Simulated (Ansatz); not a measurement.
Run this with Ansatz's Python interface and show what comes out.

`camg.py`
```python
'''Binding of CaMg against spin-polarised atoms in a box.'''

from collections import Counter
import warnings

import ansatz as az

PHASES = {
    'CaMg': (
        [(3.63669, 0.0, 0.0), (-1.81835, 3.14947, 0.0), (0.0, 0.0, 11.3356)],
        [
            ('Ca', (2 / 3, 1 / 3, 0.64302)),
            ('Ca', (1 / 3, 2 / 3, 0.35698)),
            ('Mg', (1 / 3, 2 / 3, 0.88746)),
            ('Mg', (2 / 3, 1 / 3, 0.11254)),
        ],
    ),
}


def build(vectors, sites):
    crystal = az.Crystal(lattice=az.Lattice.of(vectors))
    for symbol, position in sites:
        crystal = crystal.atom(symbol, position)
    return crystal


def counts(outcome):
    return Counter(site.symbol for site in outcome.lattice.sites)

UNPAIRED = {'Ca': 0, 'Mg': 0}  # unpaired electrons of the free atoms


def solve(name, crystal):
    calc = crystal.calculation()
    calc = calc.functional('pbesol')
    calc = calc.basis(550)
    calc = calc.kpoints(spacing=0.3)
    calc = calc.occupations('fermi_dirac', width=0.02)
    if name.endswith(' atom'):
        calc = calc.kpoints(1, 1, 1).occupations('fermi_dirac', width=0.01)
        if UNPAIRED[name.split()[0]]:
            calc = calc.spin('collinear')
        return calc.run(threads=1)
    calc = calc.relax(force_tolerance=0.01, max_steps=40, cell=True)
    return calc.run(threads=1)

warnings.simplefilter('ignore')

phases = {name: build(*cell) for name, cell in PHASES.items()}
# free atoms: a low-symmetry box, moments by the rule of Hund
for element, moment in UNPAIRED.items():
    phases[f'{element} atom'] = az.Lattice.orthorhombic(9.0, 9.5, 10.0).atom(element, (0.5, 0.5, 0.5), moment=moment or None)

done = {name: solve(name, crystal) for name, crystal in phases.items()}

print({element: round(done[f'{element} atom'].report['magnetization_mub'], 2) for element in UNPAIRED}, 'muB on the free atoms')
solid = done['CaMg']
n = counts(solid)
binding = (sum(k * done[f'{e} atom'].report['energy_sigma0_ev'] for e, k in n.items()) - solid.report['energy_sigma0_ev']) / sum(n.values())
print(f'cohesive energy {binding:.3f} eV/atom = {96.4853 * binding:.0f} kJ/mol of atoms (no zero-point energy)')
```

```console
$ python camg.py
{'Ca': 0.0, 'Mg': 0.0} muB on the free atoms
cohesive energy 1.787 eV/atom = 172 kJ/mol of atoms (no zero-point energy)
```

Notes:
- The magnetic order follows from the starting moments and needn't be the lowest.
- For the metals among these phases the mesh is modest: differences between phases can be off by up to 40 meV an atom.
- The cells come from databases of deposited and of computed structures, and not all need be stable phases.
- Free atoms in a box carry small image and symmetry errors, and spin-orbit coupling is left out.
- Hardware and time: 12 s on 1 thread of Intel(R) Xeon(R) Platinum 8375C CPU @ 2.90GHz (Ice Lake), with other jobs on the host, peak memory 0.7 GiB.
